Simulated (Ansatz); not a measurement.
# BF3H5NO: the cost of one run

All numbers below are computed with Ansatz 0.2.0 (UKS revPBE-D4/6-31G).

## 1. The starting structure

Bond lengths: B1–F2 1.679 Å, B1–F3 1.314 Å, B1–F4 1.320 Å, B1–N6 1.800 Å, N6–H9 1.009 Å, N6–H10 1.009 Å, O8–H11 0.959 Å. Angles: F2–B1–F3 107.2°, F2–B1–F4 105.2°, F2–B1–N6 98.8°, F3–B1–F4 120.4°, F3–B1–N6 112.6°, F4–B1–N6 110.0°, B1–N6–H9 109.3°, B1–N6–H10 109.7°, H9–N6–H10 110.6°.

Structure file:

```xyz
11

B    -0.4195   -1.2307    0.0573
F     1.1534   -0.9575    0.5781
F    -0.3857   -2.2623   -0.7566
F    -1.1473   -1.2711    1.1582
H     0.1998    1.1302   -0.2224
N    -0.6963    0.3229   -0.8079
H     1.3933    0.2228    0.6230
O     1.1992    1.4717    0.4951
H    -0.4930    0.1997   -1.7889
H    -1.6523    0.6187   -0.6771
H     0.8486    1.7555    1.3412
```

## 2. Run 1

150 steps of 0.5 fs at constant energy, with velocities drawn for 100 K.

input.yaml

```yaml
crystal:
  periodic: [false, false, false]
  atoms:
    - { symbol: B, position_ang: [-0.4195, -1.2307, 0.0573] }
    - { symbol: F, position_ang: [1.1534, -0.9575, 0.5781] }
    - { symbol: F, position_ang: [-0.3857, -2.2623, -0.7566] }
    - { symbol: F, position_ang: [-1.1473, -1.2711, 1.1582] }
    - { symbol: H, position_ang: [0.1998, 1.1302, -0.2224] }
    - { symbol: "N", position_ang: [-0.6963, 0.3229, -0.8079] }
    - { symbol: H, position_ang: [1.3933, 0.2228, 0.623] }
    - { symbol: O, position_ang: [1.1992, 1.4717, 0.4951] }
    - { symbol: H, position_ang: [-0.493, 0.1997, -1.7889] }
    - { symbol: H, position_ang: [-1.6523, 0.6187, -0.6771] }
    - { symbol: H, position_ang: [0.8486, 1.7555, 1.3412] }
magnetization:
  spin_polarized: true
basis:
  gaussian: { orbitals: "6-31G" }
hamiltonian:
  xc: revpbe
  dispersion: d4
md:
  timestep: 0.5
  n_steps: 150
  ensemble: nve
  temperature: 100.0
  initial_velocities: maxwell_boltzmann
  seed: 738809
```

Command:

```
> ansatz run input.yaml --threads 1 --pin off --max-ram 2048MiB --backend cpu --events-out ev --progress --plain --runs-dir out
```

Q: Estimate wall time and peak memory on 1 thread of Arm Neoverse V2, shared host.

About 9.2 min, with a peak of 0.13 GiB.
